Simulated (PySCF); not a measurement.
# C₄H₇NSi: electronic excitations at several levels of theory

Aim: compute the electronic excitations of C₄H₇NSi (`C#C/C=N\[SiH2]C`) at several levels, and see how far they spread and what each costs.

Computed with PySCF 2.14.0, with density-fitted response routines of our own, on a single molecule in the gas phase. Atoms are numbered from 0 throughout.

### 1 The starting structure

13 atoms, charge 0, multiplicity 1; geometry from: PBE0-D3(BJ)/def2-SVP.

Bonds of the start (Å): C0–C1 1.21, C1–C2 1.44, C2–N3 1.27, N3–Si4 1.76, Si4–C5 1.87, C0–H6 1.08, C2–H7 1.11, Si4–H8 1.50, Si4–H9 1.49, C5–H10 1.10, C5–H11 1.10, C5–H12 1.10.

### 2 Ultraviolet spectrum: PBE0/def2-SVP

What the job is given:

```
{"job": {"kind": "uv", "xc": "PBE0", "basis": "def2-SVP"}, "charge": 0, "multiplicity": 1}
C      2.524979     1.420634     0.412887
C      1.899922     0.425976     0.108626
C      1.184430    -0.765249    -0.276516
N      0.015397    -1.099167     0.082386
Si    -1.136663    -0.267472     1.119413
C     -2.656905     0.083960     0.086789
H      3.066632     2.306111     0.692621
H      1.751154    -1.428221    -0.959232
H     -0.612113     0.999824     1.726159
H     -1.452823    -1.226636     2.219274
H     -3.473337     0.466419     0.718866
H     -2.438706     0.836994    -0.685719
H     -3.001093    -0.834293    -0.411899
```

With the program's defaults for keys left out, this is: TDDFT PBE0/def2-SVP, vertical, gas phase, core orbitals frozen in the response.

Started as:

```
OMP_NUM_THREADS=1 python probes_run.py task.json out
```

This one command runs all jobs of the session in turn.

Log:

```text
coarse grid: 11376 points
cycle   1  E = -500.0539247849  dE =  4.871e-01  |g| = 4.928e-01  |ddm| = 3.737e+00
cycle   2  E = -499.9743479830  dE =  7.958e-02  |g| = 7.643e-01  |ddm| = 1.224e+00
cycle   3  E = -500.1087121124  dE = -1.344e-01  |g| = 1.561e-01  |ddm| = 7.844e-01
cycle   4  E = -500.1146879222  dE = -5.976e-03  |g| = 3.541e-02  |ddm| = 1.713e-01
cycle   5  E = -500.1149869906  dE = -2.991e-04  |g| = 1.185e-02  |ddm| = 4.211e-02
cycle   6  E = -500.1150170344  dE = -3.004e-05  |g| = 6.053e-03  |ddm| = 1.521e-02
cycle   7  E = -500.1150257967  dE = -8.762e-06  |g| = 1.634e-03  |ddm| = 5.693e-03
final grid: 105360 points
cycle   8  E = -500.1796688494  dE = -1.254e-05  |g| = 6.727e-03  |ddm| = 1.944e-02
cycle   9  E = -500.1796477576  dE =  2.109e-05  |g| = 1.114e-02  |ddm| = 1.587e-02
cycle  10  E = -500.1796794646  dE = -3.171e-05  |g| = 2.610e-03  |ddm| = 1.056e-02
cycle  11  E = -500.1796812661  dE = -1.801e-06  |g| = 2.139e-04  |ddm| = 2.186e-03
cycle  12  E = -500.1796812766  dE = -1.048e-08  |g| = 1.136e-04  |ddm| = 3.016e-04
cycle  13  E = -500.1796812792  dE = -2.560e-09  |g| = 4.785e-05  |ddm| = 1.254e-04
cycle  14  E = -500.1796812797  dE = -5.494e-10  |g| = 9.203e-06  |ddm| = 5.125e-05
converged SCF energy = -500.1796812797

Static polarisability (au): isotropic 72.077, principal 50.356 64.390 101.484

Singlet excitations
state   eV       nm        f      main configurations
  1   3.6174    342.7   0.00107   H->L 0.98
  2   4.9864    248.6   0.00006   H-2->L 0.97
  3   5.5852    222.0   0.22829   H-1->L 0.84, H-2->L+1 0.10
  4   6.3797    194.3   0.01183   H-3->L 0.66, H-4->L 0.31
  5   6.5389    189.6   0.03619   H->L+1 0.65, H-4->L 0.21
  6   6.5992    187.9   0.03265   H-4->L 0.42, H->L+1 0.29, H-3->L 0.21
  7   6.7373    184.0   0.00005   H-1->L+1 0.91
  8   7.5272    164.7   0.05790   H->L+2 0.94
  9   7.8132    158.7   0.04632   H->L+3 0.91
 10   8.0650    153.7   0.39527   H-2->L+1 0.37, H-1->L+2 0.26

Triplet excitations (Tamm-Dancoff, eV): 2.9809 3.6594 4.6276 5.4086
```

Wall time 12 s (1 thread of Arm Neoverse V2, shared host); peak memory 0.63 GiB.

Frontier orbitals and where they lie:

```
orbital     eV                       atoms
 HOMO−3  -9.18  C5 37 %, Si4 27 %, H8 10 %
 HOMO−2  -8.42            C0 48 %, C1 40 %
 HOMO−1  -8.01   C0 32 %, N3 22 %, C1 22 %
   HOMO  -7.16    N3 67 %, Si4 8 %, H8 7 %
   LUMO  -1.65   C2 30 %, N3 28 %, C0 23 %
 LUMO+1   0.68   C0 38 %, C1 34 %, Si4 9 %
 LUMO+2   1.64  Si4 43 %, C5 12 %, H11 9 %
```

With each of the 10 states as a Gaussian band of 0.4 eV half-width at 1/e, the curve within the window shown has maxima at 222 nm (ε 9,300), 190 nm (ε 3,200), 154 nm (ε 18,000) L/(mol cm). Beyond the last state computed it falls off for lack of states. The curve at chosen wavelengths:

nm, ε (L/mol/cm) and a bar:
```
      148       9428 ###################
      158      14701 ##############################
      169       2864 ######
      179       1624 ###
      190       3201 #######
      200       2470 #####
      211       5800 ############
      221       9242 ###################
      232       6333 #############
      242       2374 #####
      253        479 #
      263         79 
      274          9 
      284          2 
      295          5 
      305         13 
      316         24 
      326         35 
      337         42 
      347         43 
      358         37 
      368         29 
      379         20 
      389         14 
      400          8 
      410          5
```

Further results of this job:

```
           property  computed
  dipole moment (D)      1.59
polarisability (Å³)     10.68
 HOMO–LUMO gap (eV)      5.51
      −ε(HOMO) (eV)      7.16
```

### 3 TDDFT and polarisability: PBE0/def2-TZVP

The job, as its differences from that of step 2:

```diff
@@ -1,2 +1,2 @@
-{"job": {"kind": "uv", "xc": "PBE0", "basis": "def2-SVP"}, "charge": 0, "multiplicity": 1}
+{"job": {"kind": "uv", "xc": "PBE0", "basis": "def2-TZVP"}, "charge": 0, "multiplicity": 1}
 C      2.524979     1.420634     0.412887
```

Level: TDDFT PBE0/def2-TZVP, vertical, gas phase, core orbitals frozen in the response.

Log:

```text
coarse grid: 11376 points
cycle   1  E = -500.4587810639  dE =  5.124e-01  |g| = 5.378e-01  |ddm| = 2.967e+00
cycle   2  E = -500.3730800778  dE =  8.570e-02  |g| = 8.159e-01  |ddm| = 1.299e+00
cycle   3  E = -500.5190717595  dE = -1.460e-01  |g| = 1.818e-01  |ddm| = 9.327e-01
cycle   4  E = -500.5265534244  dE = -7.482e-03  |g| = 4.347e-02  |ddm| = 1.627e-01
cycle   5  E = -500.5269829603  dE = -4.295e-04  |g| = 1.374e-02  |ddm| = 4.921e-02
cycle   6  E = -500.5270209888  dE = -3.803e-05  |g| = 6.769e-03  |ddm| = 1.519e-02
cycle   7  E = -500.5270314197  dE = -1.043e-05  |g| = 2.061e-03  |ddm| = 6.042e-03
cycle   8  E = -500.5270324952  dE = -1.076e-06  |g| = 3.001e-04  |ddm| = 1.650e-03
final grid: 105360 points
cycle   9  E = -500.5154836727  dE = -3.673e-05  |g| = 6.384e-03  |ddm| = 1.118e-01
cycle  10  E = -500.5154806724  dE =  3.000e-06  |g| = 7.287e-03  |ddm| = 1.554e-02
cycle  11  E = -500.5154925610  dE = -1.189e-05  |g| = 1.617e-03  |ddm| = 7.541e-03
cycle  12  E = -500.5154931693  dE = -6.083e-07  |g| = 3.855e-04  |ddm| = 1.470e-03
cycle  13  E = -500.5154932009  dE = -3.160e-08  |g| = 1.187e-04  |ddm| = 3.814e-04
cycle  14  E = -500.5154932039  dE = -2.975e-09  |g| = 5.457e-05  |ddm| = 1.688e-04
cycle  15  E = -500.5154932046  dE = -6.944e-10  |g| = 1.741e-05  |ddm| = 3.987e-05
converged SCF energy = -500.5154932046

Static polarisability (au): isotropic 80.949, principal 59.680 73.030 110.138

Singlet excitations
state   eV       nm        f      main configurations
  1   3.6320    341.4   0.00092   H->L 0.98
  2   4.9046    252.8   0.00001   H-2->L 0.97
  3   5.4620    227.0   0.23123   H-1->L 0.85, H-2->L+1 0.09
  4   6.2466    198.5   0.01122   H-3->L 0.71, H-4->L 0.26
  5   6.4023    193.7   0.03042   H->L+1 0.62, H-4->L 0.26
  6   6.4783    191.4   0.03585   H-4->L 0.43, H->L+1 0.33, H-3->L 0.17
  7   6.6058    187.7   0.00017   H-1->L+1 0.89
  8   7.1565    173.2   0.04303   H->L+2 0.96
  9   7.5098    165.1   0.03500   H->L+3 0.94
 10   7.7644    159.7   0.29591   H-1->L+2 0.40, H-2->L+1 0.34

Triplet excitations (Tamm-Dancoff, eV): 3.0358 3.6333 4.5568 5.3623
```

It took 34 s on 1 thread of Arm Neoverse V2, shared host; peak memory 0.88 GiB.

In short: HOMO -7.30 eV, LUMO -1.79 eV; lowest singlet 3.63 eV.

### 4 Excited states and response: PBE0/aug-cc-pVDZ

The job, as its differences from that of step 3:

```diff
@@ -1,2 +1,2 @@
-{"job": {"kind": "uv", "xc": "PBE0", "basis": "def2-TZVP"}, "charge": 0, "multiplicity": 1}
+{"job": {"kind": "uv", "xc": "PBE0", "basis": "aug-cc-pVDZ"}, "charge": 0, "multiplicity": 1}
 C      2.524979     1.420634     0.412887
```

Method: TDDFT PBE0/aug-cc-pVDZ, vertical, gas phase, core orbitals frozen in the response.

Log:

```text
coarse grid: 11376 points
cycle   1  E = -500.3665153984  dE =  5.612e-01  |g| = 4.975e-01  |ddm| = 1.196e+01
cycle   2  E = -500.2824328771  dE =  8.408e-02  |g| = 7.802e-01  |ddm| = 2.318e+00
cycle   3  E = -500.4227138242  dE = -1.403e-01  |g| = 1.618e-01  |ddm| = 1.280e+00
cycle   4  E = -500.4291731150  dE = -6.459e-03  |g| = 3.530e-02  |ddm| = 3.733e-01
cycle   5  E = -500.4294625760  dE = -2.895e-04  |g| = 1.323e-02  |ddm| = 9.665e-02
cycle   6  E = -500.4295005520  dE = -3.798e-05  |g| = 6.631e-03  |ddm| = 3.441e-02
cycle   7  E = -500.4295112341  dE = -1.068e-05  |g| = 1.572e-03  |ddm| = 1.417e-02
cycle   8  E = -500.4295119050  dE = -6.709e-07  |g| = 2.479e-04  |ddm| = 4.974e-03
final grid: 105360 points
cycle   9  E = -500.4442676896  dE = -1.963e-05  |g| = 6.282e-03  |ddm| = 1.512e-01
cycle  10  E = -500.4442640693  dE =  3.620e-06  |g| = 7.474e-03  |ddm| = 3.482e-02
cycle  11  E = -500.4442777213  dE = -1.365e-05  |g| = 1.782e-03  |ddm| = 1.496e-02
cycle  12  E = -500.4442785318  dE = -8.106e-07  |g| = 2.702e-04  |ddm| = 3.908e-03
cycle  13  E = -500.4442785479  dE = -1.606e-08  |g| = 1.091e-04  |ddm| = 6.864e-04
cycle  14  E = -500.4442785501  dE = -2.219e-09  |g| = 6.163e-05  |ddm| = 2.865e-04
cycle  15  E = -500.4442785511  dE = -9.471e-10  |g| = 1.252e-05  |ddm| = 1.417e-04
converged SCF energy = -500.4442785511

Static polarisability (au): isotropic 86.046, principal 65.407 77.988 114.743

Singlet excitations
state   eV       nm        f      main configurations
  1   3.6435    340.3   0.00110   H->L 0.98
  2   4.9133    252.3   0.00001   H-2->L 0.97
  3   5.4482    227.6   0.23162   H-1->L 0.85
  4   6.1516    201.5   0.02493   H->L+1 0.68, H->L+2 0.21
  5   6.2630    198.0   0.00971   H-3->L 0.70, H-4->L 0.27
  6   6.4436    192.4   0.02334   H-4->L 0.49, H-3->L 0.18, H->L+2 0.17
  7   6.5092    190.5   0.00038   H-1->L+2 0.37, H-1->L+1 0.32, H-1->L+5 0.09
  8   6.5293    189.9   0.05403   H->L+2 0.52, H-4->L 0.17, H->L+1 0.16
  9   6.7051    184.9   0.01773   H->L+3 0.76, H->L+4 0.12
 10   7.0482    175.9   0.01902   H->L+4 0.71, H->L+3 0.13

Triplet excitations (Tamm-Dancoff, eV): 3.0439 3.6429 4.5714 5.3618
```

Wall time 29 s (1 thread of Arm Neoverse V2, shared host); peak memory 0.89 GiB.

In short: HOMO -7.28 eV, LUMO -1.79 eV; lowest singlet 3.64 eV.

### 5 TDDFT and polarisability: PBE0/def2-TZVPD

The job, as its differences from that of step 4:

```diff
@@ -1,2 +1,2 @@
-{"job": {"kind": "uv", "xc": "PBE0", "basis": "aug-cc-pVDZ"}, "charge": 0, "multiplicity": 1}
+{"job": {"kind": "uv", "xc": "PBE0", "basis": "def2-TZVPD"}, "charge": 0, "multiplicity": 1}
 C      2.524979     1.420634     0.412887
```

With the program's defaults for keys left out, this is: TDDFT PBE0/def2-TZVPD, vertical, gas phase, core orbitals frozen in the response.

Log:

```text
coarse grid: 11376 points
cycle   1  E = -500.4597839934  dE =  5.124e-01  |g| = 5.373e-01  |ddm| = 4.642e+00
cycle   2  E = -500.3733250266  dE =  8.646e-02  |g| = 8.172e-01  |ddm| = 1.457e+00
cycle   3  E = -500.5199000893  dE = -1.466e-01  |g| = 1.826e-01  |ddm| = 7.756e-01
cycle   4  E = -500.5274276258  dE = -7.528e-03  |g| = 4.388e-02  |ddm| = 1.847e-01
cycle   5  E = -500.5278641257  dE = -4.365e-04  |g| = 1.414e-02  |ddm| = 4.653e-02
cycle   6  E = -500.5279040768  dE = -3.995e-05  |g| = 7.098e-03  |ddm| = 1.633e-02
cycle   7  E = -500.5279156930  dE = -1.162e-05  |g| = 2.003e-03  |ddm| = 6.504e-03
cycle   8  E = -500.5279167107  dE = -1.018e-06  |g| = 3.026e-04  |ddm| = 1.894e-03
final grid: 105360 points
cycle   9  E = -500.5163805794  dE = -3.892e-05  |g| = 6.414e-03  |ddm| = 2.066e-01
cycle  10  E = -500.5163774482  dE =  3.131e-06  |g| = 7.356e-03  |ddm| = 1.506e-02
cycle  11  E = -500.5163895427  dE = -1.209e-05  |g| = 1.653e-03  |ddm| = 7.208e-03
cycle  12  E = -500.5163901791  dE = -6.364e-07  |g| = 3.849e-04  |ddm| = 1.628e-03
cycle  13  E = -500.5163902105  dE = -3.139e-08  |g| = 1.217e-04  |ddm| = 3.895e-04
cycle  14  E = -500.5163902136  dE = -3.124e-09  |g| = 5.599e-05  |ddm| = 1.417e-04
cycle  15  E = -500.5163902143  dE = -7.350e-10  |g| = 1.767e-05  |ddm| = 5.142e-05
converged SCF energy = -500.5163902143

Static polarisability (au): isotropic 85.597, principal 65.123 77.495 114.174

Singlet excitations
state   eV       nm        f      main configurations
  1   3.6252    342.0   0.00101   H->L 0.98
  2   4.8887    253.6   0.00001   H-2->L 0.97
  3   5.4327    228.2   0.23105   H-1->L 0.86
  4   6.2189    199.4   0.01243   H-3->L 0.71, H-4->L 0.24
  5   6.2583    198.1   0.02107   H->L+1 0.88
  6   6.4239    193.0   0.04072   H-4->L 0.65, H-3->L 0.23
  7   6.5380    189.6   0.00008   H-1->L+1 0.76
  8   6.7357    184.1   0.03731   H->L+2 0.92
  9   6.9314    178.9   0.00986   H->L+3 0.89
 10   7.3316    169.1   0.07351   H->L+5 0.43, H->L+6 0.27, H->L+4 0.26

Triplet excitations (Tamm-Dancoff, eV): 3.0333 3.6271 4.5435 5.3492
```

Wall time 46 s (1 thread of Arm Neoverse V2, shared host); peak memory 1.1 GiB.

In short: HOMO -7.32 eV, LUMO -1.83 eV; lowest singlet 3.63 eV.

### 6 TDDFT and polarisability: PBE0/6-31+G*

The job, as its differences from that of step 5:

```diff
@@ -1,2 +1,2 @@
-{"job": {"kind": "uv", "xc": "PBE0", "basis": "def2-TZVPD"}, "charge": 0, "multiplicity": 1}
+{"job": {"kind": "uv", "xc": "PBE0", "basis": "6-31+G*"}, "charge": 0, "multiplicity": 1}
 C      2.524979     1.420634     0.412887
```

With the program's defaults for keys left out, this is: TDDFT PBE0/6-31+G*, vertical, gas phase, core orbitals frozen in the response.

Log:

```text
coarse grid: 11376 points
cycle   1  E = -500.4039654047  dE =  5.429e-01  |g| = 5.030e-01  |ddm| = 7.483e+00
cycle   2  E = -500.3249385027  dE =  7.903e-02  |g| = 7.687e-01  |ddm| = 3.482e+00
cycle   3  E = -500.4613002529  dE = -1.364e-01  |g| = 1.652e-01  |ddm| = 1.808e+00
cycle   4  E = -500.4680054076  dE = -6.705e-03  |g| = 3.579e-02  |ddm| = 4.013e-01
cycle   5  E = -500.4683070080  dE = -3.016e-04  |g| = 1.273e-02  |ddm| = 1.296e-01
cycle   6  E = -500.4683417403  dE = -3.473e-05  |g| = 6.463e-03  |ddm| = 3.543e-02
cycle   7  E = -500.4683517978  dE = -1.006e-05  |g| = 1.618e-03  |ddm| = 1.251e-02
cycle   8  E = -500.4683525127  dE = -7.149e-07  |g| = 2.388e-04  |ddm| = 3.425e-03
final grid: 105360 points
cycle   9  E = -500.4098201184  dE = -1.856e-05  |g| = 6.409e-03  |ddm| = 1.954e-01
cycle  10  E = -500.4098165025  dE =  3.616e-06  |g| = 7.628e-03  |ddm| = 3.786e-02
cycle  11  E = -500.4098307571  dE = -1.425e-05  |g| = 1.771e-03  |ddm| = 1.329e-02
cycle  12  E = -500.4098315695  dE = -8.124e-07  |g| = 2.603e-04  |ddm| = 4.028e-03
cycle  13  E = -500.4098315838  dE = -1.430e-08  |g| = 1.115e-04  |ddm| = 9.145e-04
cycle  14  E = -500.4098315862  dE = -2.398e-09  |g| = 5.883e-05  |ddm| = 3.656e-04
cycle  15  E = -500.4098315871  dE = -8.666e-10  |g| = 1.237e-05  |ddm| = 1.103e-04
converged SCF energy = -500.4098315871

Static polarisability (au): isotropic 78.301, principal 56.534 70.177 108.193

Singlet excitations
state   eV       nm        f      main configurations
  1   3.6702    337.8   0.00127   H->L 0.98
  2   4.9385    251.1   0.00002   H-2->L 0.97
  3   5.4880    225.9   0.24009   H-1->L 0.85
  4   6.2451    198.5   0.03032   H->L+1 0.93
  5   6.3436    195.4   0.01661   H-3->L 0.71, H-4->L 0.25
  6   6.5234    190.1   0.03003   H-4->L 0.61, H-3->L 0.19, H->L+2 0.11
  7   6.5552    189.1   0.00041   H-1->L+1 0.78
  8   6.6517    186.4   0.05100   H->L+2 0.84
  9   6.9011    179.7   0.01422   H->L+3 0.81, H->L+4 0.11
 10   7.2785    170.3   0.09794   H->L+6 0.45, H->L+5 0.35, H->L+4 0.16

Triplet excitations (Tamm-Dancoff, eV): 3.0586 3.6439 4.5912 5.3716
```

Wall time 13 s (1 thread of Arm Neoverse V2, shared host); peak memory 0.65 GiB.

This run: HOMO -7.28 eV, LUMO -1.76 eV; lowest singlet 3.67 eV.

### 7 Run by run: electronic excitations

Excitations and ground-state properties, with basis size and wall time:

```
             run  lowest singlet (eV)  brightest (eV)      f  gap (eV)  α (Å³)  μ (D)  functions  time
   PBE0/def2-SVP                 3.62            8.06  0.395      5.51   10.68   1.59        123  12 s
  PBE0/def2-TZVP                 3.63            7.76  0.296      5.52   12.00   1.54        234  34 s
PBE0/aug-cc-pVDZ                 3.64            5.45  0.232      5.49   12.75   1.53        205  29 s
 PBE0/def2-TZVPD                 3.63            5.43  0.231      5.50   12.68   1.56        291  46 s
    PBE0/6-31+G*                 3.67            5.49  0.240      5.53   11.60   1.70        126  13 s
```

### 8 What came out

```
                                quantity                         value
          lowest singlet (PBE0/def2-SVP)   3.62 eV (343 nm), f = 0.001
brightest single state of those computed  state 10, 8.06 eV, f = 0.395
                          lowest triplet                       2.98 eV
             range of the lowest singlet               3.62 to 3.67 eV
```

Single values in the summary come from the first run of each kind that ended normally (PBE0/def2-SVP), which need not be the best level. The first singlet state (HOMO→LUMO 0.98) lies at 3.62 eV and is weak; of the 10 states computed, the strongest absorption comes from state 10 at 8.06 eV (the last computed, so partners may be missing). The lowest triplet lies 0.64 eV below the lowest singlet (triplets in Tamm-Dancoff, singlets in full TDDFT). States above −ε(HOMO) lie where TDDFT describes them poorly and they hang on the basis; the brightest is among them. The basis of PBE0/def2-SVP has no diffuse functions, so Rydberg states are missing and the high states are unreliable. The lowest singlet runs from 3.62 eV (PBE0/def2-SVP) to 3.67 eV (PBE0/6-31+G*), while the orbital gap spans 5.49 to 5.53 eV. The lowest state need not be the same one in every run. The runs solved for a few states only, so the brightest column depends on that window.
